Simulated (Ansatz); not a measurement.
SrMg, space group Pm-3m: a comparison of norm-conserving and PAW potentials, run with Ansatz 0.2.0, Python API.

The script reads `srmg.cif`:
```cif
data_SrMg
_cell_length_a 4.190318
_cell_length_b 4.190318
_cell_length_c 4.190318
_cell_angle_alpha 90.00000
_cell_angle_beta 90.00000
_cell_angle_gamma 90.00000
_symmetry_space_group_name_H-M 'P 1'
_symmetry_Int_Tables_number 1
loop_
_symmetry_equiv_pos_as_xyz
'x, y, z'
loop_
_atom_site_label
_atom_site_type_symbol
_atom_site_fract_x
_atom_site_fract_y
_atom_site_fract_z
Sr1 Sr    0.500000    0.500000    0.500000
Mg2 Mg    0.000000    0.000000    0.000000
```

`srmg_nc_paw.py`:
```python
"""Norm-conserving against PAW potentials for SrMg."""

import ansatz as az
from ase.io import read
import numpy as np


def count_gap(report):
    # lowest empty less highest filled band, counting bands; zero where they overlap
    return max(report.get("gap_by_band_count_ev") or 0.0, 0.0)

atoms = read("srmg.cif")
system = az.Crystal.from_ase(atoms)

calculation = (
    system.calculation()
    .functional("PBEsol")
    .occupations("Fermi-Dirac", width=0.15)
    .kpoints(6)
    .stress()
    .forces()
    .band_table()
)
variants = {
    "PAW": calculation.pseudopotentials("paw"),
    "norm-conserving": calculation.pseudopotentials("nc"),
}
# totals differ by the cores that each treatment holds, so compare what does not depend on them
rows = []
for label, variant in variants.items():
    rep = variant.run(threads=1, backend="cpu").report
    levels = np.array(rep["eigenvalues_ev"][0]) - rep["fermi_energy_ev"]
    print(label, "levels at the first k-point near E_F:", np.round(levels[np.abs(levels) < 5], 3))
    rows.append((label, rep["n_electrons"], np.trace(rep["stress_gpa"]) / 3, count_gap(rep)))
for row in rows:
    print("; ".join(f"{name} = {round(v, 4) if isinstance(v, float) else v}" for name, v in zip(["treatment", "electrons in bands", "P GPa", "gap by band count eV"], row)))
```

How well do the two treatments of the cores agree on the pressure?

PAW gives -0.773 GPa and norm-conserving -0.774 GPa, 0.001 GPa apart. They took 1.1 and 3.1 s of processor time.

The output:

```console
$ python srmg_nc_paw.py
DeckWarning: basis.ecutwfc = 420 eV, auto-derived from the records' recommended cutoffs: set by Sr (normal level)
PAW levels at the first k-point near E_F: [-4.745  0.883  0.883  3.66   3.66   3.66 ]
DeckWarning: basis.ecutwfc = 1142.878222 eV, auto-derived from the records' recommended cutoffs: set by Mg (normal level)
norm-conserving levels at the first k-point near E_F: [-4.746  0.887  0.887  3.659  3.659  3.659]
treatment = PAW; electrons in bands = 20.0; P GPa = -0.7732; gap by band count eV = 0.0
treatment = norm-conserving; electrons in bands = 20.0; P GPa = -0.7743; gap by band count eV = 0.0
```
(Warnings from the package without file and line.)

What to keep in mind:
- The computed bands are complete only to about 2.5 eV above the Fermi level.
- For a metal this k-point mesh is coarse: on a finer one energies can move by several to tens of meV an atom and pressures by half a GPa or more, differences at one mesh by less.
- A Fermi-Dirac width this large means warm electrons, whose thermal share enters the free energy.
- A gap by band count of zero or less means overlapping bands, a metal.
- The structure comes from a database of computed cells and needn't be a stable or known phase.
- Levels are Kohn-Sham eigenvalues on this mesh, without spin-orbit coupling.
- Stress is positive in compression.
- Finished in 5 s on 1 thread of Arm Neoverse V2, on a shared host, peak memory 0.54 GiB.

(A comment or docstring line of the script was reworded after the run, the code is as it ran; lines on the test bed's own set-up are left out of the output.)
